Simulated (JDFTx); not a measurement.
Runs of JDFTx 1.7.0 (patched build) on P2. The cell holds a molecule in a box, 2 atoms: a = 9.000 Å, b = 9.000 Å, c = 11.000 Å, α = 90.00°, β = 90.00°, γ = 90.00°. 

```tsv
task	level	smearing	density cutoff over wavefunction cutoff	SCF threshold on the energy	solver of the electrons	further solve for the empty bands	check on overlapping cores	gap on the mesh (eV)	largest force (eV/Å)
single point	PBE	fermi-dirac 0.05 eV	8	1e-09 Ha	scf	yes	-	3.69	0.35
solvation	OLYP	fixed	4	1e-06 Ha	minimize	no	none	-	(a)
single point	PBE+D3(BJ)	fixed	4	1e-07 Ha	minimize	yes	none	3.69	0.35
solvation	PBE+D3	fixed	4	1e-06 Ha	minimize	no	none	-	0.39
```

Alike in all rows: potentials or basis PseudoDojo-SR-PBE-0.5-standard with smoothed tails; no spin polarisation; cell as given; k mesh 1 × 1 × 1; cutoff (eV) 599.

Q: Fill in the values left out.

A: (a) 0.08.

Caveats: forces may be off by hundredths of an eV/Å (some runs); forces in the liquid are good to some per cent (some runs); the liquid is a continuum model, checked here against plausible ranges alone (some runs); the minimiser leaves empty levels unsolved, so they aren't listed (some runs); the potentials were made for another functional, which shifts forces and pressure (some runs).

A k mesh can miss the band edges.

A gap of «none» marks a metal or a gap under the smearing width.

Not every run made on this cell is shown here.
